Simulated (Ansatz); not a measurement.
# FGeH3OS: how energies converge with the basis set

One table from this session's results is given with a row withheld; the runs are named, their logs left out.

The runs use Ansatz 0.2.0, Gaussian basis; one geometry, several basis sets.

Levels to be run: PBE0-D4/def2-SVP; ωB97M-V/def2-SVP; PBE0-D4/def2-QZVPP; ωB97M-V/def2-QZVPP; the functionals' def2-TZVPP values are taken from earlier runs.

**The geometry**

An earlier PBE0-D4 in a triple-zeta def2 set relaxation fixed the geometry.

SMILES `[OH][GeH]([F])[SH]`, 7 atoms, charge 0, spin multiplicity 1.

Atoms are counted from 1 here; the program's logs count them from 0.

Bond lengths: O1–Ge2 1.757 Å, O1–H5 0.961 Å, Ge2–F3 1.732 Å, Ge2–S4 2.203 Å, Ge2–H6 1.526 Å, S4–H7 1.345 Å. Angles: Ge2–O1–H5 112.8°, O1–Ge2–F3 108.8°, O1–Ge2–S4 112.4°, O1–Ge2–H6 106.6°, F3–Ge2–S4 102.5°, F3–Ge2–H6 108.9°, S4–Ge2–H6 117.4°, Ge2–S4–H7 92.4°.

The first run:

Input file in.yaml:

```yaml
crystal:
  periodic: [false, false, false]
  atoms:
    - {symbol: O, position_ang: [-1.289487, 0.664279, 0.580561]}
    - {symbol: Ge, position_ang: [0.291797, -0.092554, 0.465439]}
    - {symbol: F, position_ang: [0.234985, -1.626831, 1.267323]}
    - {symbol: S, position_ang: [0.804296, -0.654462, -1.602451]}
    - {symbol: H, position_ang: [-1.959686, 0.207446, 0.064569]}
    - {symbol: H, position_ang: [1.265555, 0.816801, 1.208946]}
    - {symbol: H, position_ang: [0.713941, 0.617321, -2.030089]}
basis:
  gaussian: {orbitals: def2-SVP}
hamiltonian: {xc: pbe0, dispersion: d4}
output: {orbitals: {seedname: orbitals}}
```

Started as:

```console
$ ansatz run in.yaml --threads 2 --pin off --events-out ev --progress --plain --max-ram 4352MiB
```

Steps of the session up to this table: PBE0-D4 in def2-SVP; ωB97M-V in def2-SVP; PBE0-D4 in def2-QZVPP; ωB97M-V in def2-QZVPP.

One of the session's tables, all rows but one given; the rest of the session is left out.

It belongs to the step «Functionals by basis». 

```
functional       basis  HOMO (eV)  LUMO (eV)
   PBE0-D4    def2-SVP      -7.89       0.14
   PBE0-D4  def2-TZVPP      -8.02      -0.24
   PBE0-D4  def2-QZVPP      -8.06      -0.38
   ωB97M-V    def2-SVP     -10.07       2.21
   ωB97M-V  def2-TZVPP          ?          ?
   ωB97M-V  def2-QZVPP     -10.28       1.28
```

**Question.** Estimate the row for ωB97M-V, def2-TZVPP.

**Answer.** HOMO (eV): -10.23; LUMO (eV): 1.69. In the column «HOMO (eV)» it lies between ωB97M-V, def2-QZVPP (-10.28) and ωB97M-V, def2-SVP (-10.07).
